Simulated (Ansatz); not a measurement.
# BiS4: the cost of one run

Computed with Ansatz 0.2.0 (DFT PBE, scalar-relativistic, plane waves, PAW, unless a step's input says otherwise).

### 1 The system as given

Symmetry: Pm-3m, No. 221, cubic system. The conventional cell has a = 4.819 Å, b = 4.819 Å, c = 4.819 Å, α = 90.00°, β = 90.00°, γ = 90.00°. Bi (site symmetry m-3m) has 6 S at 2.41 Å as nearest neighbours. S (site symmetry 4/mmm) is surrounded by 2 Bi at 2.41 Å. Around S (site symmetry m-3m) lie 12 S at 3.41 Å.

Coordinates:

```
CELL_PARAMETERS angstrom
4.81869 0.00000 0.00000
0.00000 4.81869 0.00000
0.00000 0.00000 4.81869
ATOMIC_POSITIONS crystal
Bi 0.50000 0.50000 0.50000
S 0.00000 0.50000 0.50000
S 0.50000 0.50000 0.00000
S 0.50000 0.00000 0.50000
S 0.00000 0.00000 0.00000
```

The cell is invented: species swapped into a database cell of Fe4N (Pm-3m, No. 221), with S on the Fe sites and Bi on the N sites. The dimensions are guesses.

### 2 Probe: one point on a coarse mesh

File input.yaml:

```yaml
crystal:
  lattice:
    - [4.81869082, 0.0, 0.0]
    - [0.0, 4.81869082, 0.0]
    - [0.0, 0.0, 4.81869082]
  atoms:
    - { symbol: Bi, position: [0.5, 0.5, 0.5] }
    - { symbol: S, position: [0.0, 0.5, 0.5] }
    - { symbol: S, position: [0.5, 0.5, 0.0] }
    - { symbol: S, position: [0.5, 0.0, 0.5] }
    - { symbol: S, position: [0.0, 0.0, 0.0] }
basis:
  ecutwfc: 420
kpoints:
  mp_grid: { grid: [4, 4, 4] }
hamiltonian:
  xc: pbe
scf:
  occupations: { method: gaussian, width: 0.1 }
  lower_state_search: "off"
output:
  forces: true
  stress: true
  eigenvalues: true
```

Run with:

```sh
$ ansatz run input.yaml --threads 1 --pin off --max-ram 2560MiB --backend cpu --events-out ev --progress --plain --runs-dir out
```

What time and memory should one allow on 1 thread of Arm Neoverse V1, shared host?

About 2 s, with a peak of 0.34 GiB.
